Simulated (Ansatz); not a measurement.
# CH6Cl2OSi: the cost of one run

Program: Ansatz 0.2.0. Level of theory: RKS B3LYP/cc-pVDZ. These are calculated values, not measurements.

## 1. The system as given

Bond lengths: Si1–O2 2.069 Å, Si1–Cl3 2.088 Å, Si1–Cl4 2.024 Å, Si1–H5 1.447 Å, Si1–C7 2.174 Å, O2–H8 0.957 Å, C7–H9 1.085 Å, C7–H10 1.088 Å, C7–H11 1.101 Å. Angles (14 of 17 angles, heavy atoms first): O2–Si1–Cl3 163.6°, O2–Si1–Cl4 91.6°, O2–Si1–C7 75.0°, Cl3–Si1–Cl4 101.4°, Cl3–Si1–C7 90.9°, Cl4–Si1–C7 110.6°, Si1–O2–H8 120.8°, O2–Si1–H5 83.6°, Cl3–Si1–H5 98.1°, Cl4–Si1–H5 120.4°, H5–Si1–C7 124.9°, Si1–C7–H9 101.6°, Si1–C7–H10 99.5°, Si1–C7–H11 135.9°.

Coordinates:

```xyz
11

Si   -0.7622    0.6323    0.3350
O     0.2244   -0.7391    1.5302
Cl   -1.7173    1.5717   -1.2669
Cl    0.2875    2.1683    1.1318
H    -1.9393    0.1248    1.0057
H     0.6049   -0.8555    0.3191
C     0.4792   -0.5133   -1.0330
H     0.8757   -0.4519    2.1693
H    -0.2692   -0.9997   -1.6504
H     0.9164    0.3022   -1.6050
H     1.3000   -1.2399   -0.9357
```

## 2. Pulling towards end A

Springs on the bonds that form and break draw the guess towards this end; the thresholds are loose.

File input.yaml:

```yaml
crystal:
  periodic: [false, false, false]
  atoms:
    - { symbol: Si, position_ang: [-0.7622, 0.6323, 0.335] }
    - { symbol: O, position_ang: [0.2244, -0.7391, 1.5302] }
    - { symbol: Cl, position_ang: [-1.7173, 1.5717, -1.2669] }
    - { symbol: Cl, position_ang: [0.2875, 2.1683, 1.1318] }
    - { symbol: H, position_ang: [-1.9393, 0.1248, 1.0057] }
    - { symbol: H, position_ang: [0.6049, -0.8555, 0.3191] }
    - { symbol: C, position_ang: [0.4792, -0.5133, -1.033] }
    - { symbol: H, position_ang: [0.8757, -0.4519, 2.1693] }
    - { symbol: H, position_ang: [-0.2692, -0.9997, -1.6504] }
    - { symbol: H, position_ang: [0.9164, 0.3022, -1.605] }
    - { symbol: H, position_ang: [1.3, -1.2399, -0.9357] }
basis:
  gaussian: { orbitals: cc-pVDZ }
hamiltonian:
  xc: b3lyp
relax:
  f_tol: 0.15
  max_steps: 25
  restrain:
    - { distance: [0, 6], at: 3.17, k: 30.0 }
    - { distance: [5, 1], at: 2.27, k: 30.0 }
    - { distance: [0, 1], at: 1.77, k: 30.0 }
    - { distance: [5, 6], at: 1.07, k: 30.0 }
output:
  orbitals: {}
```

The run is started by

```bash
$ ansatz run input.yaml --threads 2 --pin off --max-ram 3072MiB --backend cpu --events-out ev --progress --plain --runs-dir out
```

Q: Estimate wall time and peak memory on 2 threads of Intel Xeon Platinum 8488C (Sapphire Rapids), shared host.

About 68 s, with a peak of 0.3 GiB.
